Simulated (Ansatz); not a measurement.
# CH5AlO3: the cost of one run

All numbers below are computed with Ansatz 0.2.0 (UKS PBE0-D4/6-31G).

**1. The starting structure**

Bond lengths: Al1–O2 2.179 Å, O2–C3 1.397 Å, Al1–O4 1.625 Å, Al1–H5 1.813 Å, Al1–O6 1.630 Å, C3–H7 1.096 Å, C3–H8 1.095 Å, C3–H9 1.095 Å, O6–H10 0.949 Å. Angles: Al1–O2–C3 146.0°, O2–Al1–O4 79.1°, O2–Al1–H5 36.0°, O2–Al1–O6 124.9°, O4–Al1–H5 43.3°, O4–Al1–O6 156.0°, H5–Al1–O6 160.7°, O2–C3–H7 108.8°, O2–C3–H8 109.6°, O2–C3–H9 112.2°, H7–C3–H8 108.8°, H7–C3–H9 108.8°, H8–C3–H9 108.6°, Al1–O6–H10 158.8°.

Coordinates:

```xyz
10

Al   -1.3373   -0.7267   -0.6903
O     0.2501    0.6473   -0.1057
C     1.4747    0.7900    0.5505
O    -0.6508   -0.4209   -2.1306
H     0.0838    0.2198   -1.3012
O    -2.4068   -1.4057    0.3346
H     2.0320    1.6112    0.0855
H     1.3014    1.0325    1.6037
H     2.0804   -0.1208    0.4978
H    -2.8275   -1.6267    1.1557
```

**2. Run 1**

150 steps of 0.5 fs at constant energy, with velocities drawn for 600 K.

input.yaml reads:

```yaml
crystal:
  periodic: [false, false, false]
  atoms:
    - { symbol: Al, position_ang: [-1.3373, -0.7267, -0.6903] }
    - { symbol: O, position_ang: [0.2501, 0.6473, -0.1057] }
    - { symbol: C, position_ang: [1.4747, 0.79, 0.5505] }
    - { symbol: O, position_ang: [-0.6508, -0.4209, -2.1306] }
    - { symbol: H, position_ang: [0.0838, 0.2198, -1.3012] }
    - { symbol: O, position_ang: [-2.4068, -1.4057, 0.3346] }
    - { symbol: H, position_ang: [2.032, 1.6112, 0.0855] }
    - { symbol: H, position_ang: [1.3014, 1.0325, 1.6037] }
    - { symbol: H, position_ang: [2.0804, -0.1208, 0.4978] }
    - { symbol: H, position_ang: [-2.8275, -1.6267, 1.1557] }
magnetization:
  spin_polarized: true
basis:
  gaussian: { orbitals: "6-31G" }
hamiltonian:
  xc: pbe0
  dispersion: d4
md:
  timestep: 0.5
  n_steps: 150
  ensemble: nve
  temperature: 600.0
  initial_velocities: maxwell_boltzmann
  seed: 579089
```

Command:

```sh
$ ansatz run input.yaml --threads 1 --pin off --max-ram 2048MiB --backend cpu --events-out ev --progress --plain --runs-dir out
```

What time and memory should one allow on 1 thread of Intel Xeon 6975P-C (Granite Rapids), shared host?

About 6.5 min, with a peak of 0.19 GiB.
